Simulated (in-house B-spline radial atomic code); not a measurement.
# Mo⁺: a test of the cap on iterations

How far can the cap on iterations be changed before the Mo⁺ run goes wrong?

The numbers are computed with in-house B-spline radial atomic code version 1 (non-relativistic PBE, spherical fractional occupations, point nucleus, basis-set limit), except any that are marked as measured or tabulated.

## Step 1: The atom as given

```
element       : molybdenum (Z = 42)
charge        : +1
electrons     : 41
configuration : [Kr] 4d5
Hamiltonian   : non-relativistic
nucleus       : point
```

The outer shells:

[Kr] 4d5
```
[Kr] core
4d [↑ ][↑ ][↑ ][↑ ][↑ ]
```

The boxes only draw the filling; these runs are spin-restricted and spherical.

A run counts as converged when the orbital gradient is under the tolerance times 42 hartree (or under the basis's noise floor) and the energy moved by less than 1e-8 hartree times the root of its size. Energy differences under 1e-05 hartree are noise.

The run's settings:

```ini
Z = 42
electrons = 41.0
configuration = [Kr] 4d5
hamiltonian = nr
method = pbe,pbe
spin_polarised = False
knot_spacing = 0.22
spline_order = 8
gauss_points = 12
box_radius = 35.29
max_iterations = 70
damping = 0.5
damped_steps = 3
diis_vectors = 10
tolerance = 1e-08
start = Thomas-Fermi
```

From the earlier run of the reference: total energy -3976.725683 hartree. Levels, eight at most:

```
orbital  occupation  energy (eV)  <r> (bohr)
     2s           2     -2689.83      0.1587
     2p           6     -2478.01      0.1360
     3s           2      -461.53      0.4407
     3p           6      -380.12      0.4357
     3d          10      -230.98      0.4145
     4s           2      -67.441       1.137
     4p           6      -44.424       1.250
     4d           5      -10.564       1.869
```

## Step 2: Cap on iterations 3

The run's settings:

```ini
Z = 42
electrons = 41.0
configuration = [Kr] 4d5
hamiltonian = nr
method = pbe,pbe
spin_polarised = False
knot_spacing = 0.22
spline_order = 8
gauss_points = 12
box_radius = 35.29
max_iterations = 3
damping = 0.5
damped_steps = 3
diis_vectors = 10
tolerance = 1e-08
start = Thomas-Fermi
```

Run with:

```sh
$ python run_scf.py task.json out
```

The settings of every run stand in task.json; they run in order.

## Step 3: Cap on iterations 12

Changes to the settings of step 2:

```diff
@@ -10,3 +10,3 @@
 box_radius = 35.29
-max_iterations = 3
+max_iterations = 12
 damping = 0.5
```

**Question.** Which of these runs converge to the reference energy, which miss it and by about how much, and which fail?

As calculated:

| run | outcome | iterations | energy less the reference (hartree) |
| --- | --- | --- | --- |
| reference | converged | 10 | 0 |
| cap on iterations 3 | not converged | 3 | - |
| cap on iterations 12 | converged | 10 | below noise |

**Reading.** Of 2 changed inputs, 1 gave the reference energy within 1e-05 hartree and 1 did not converge.
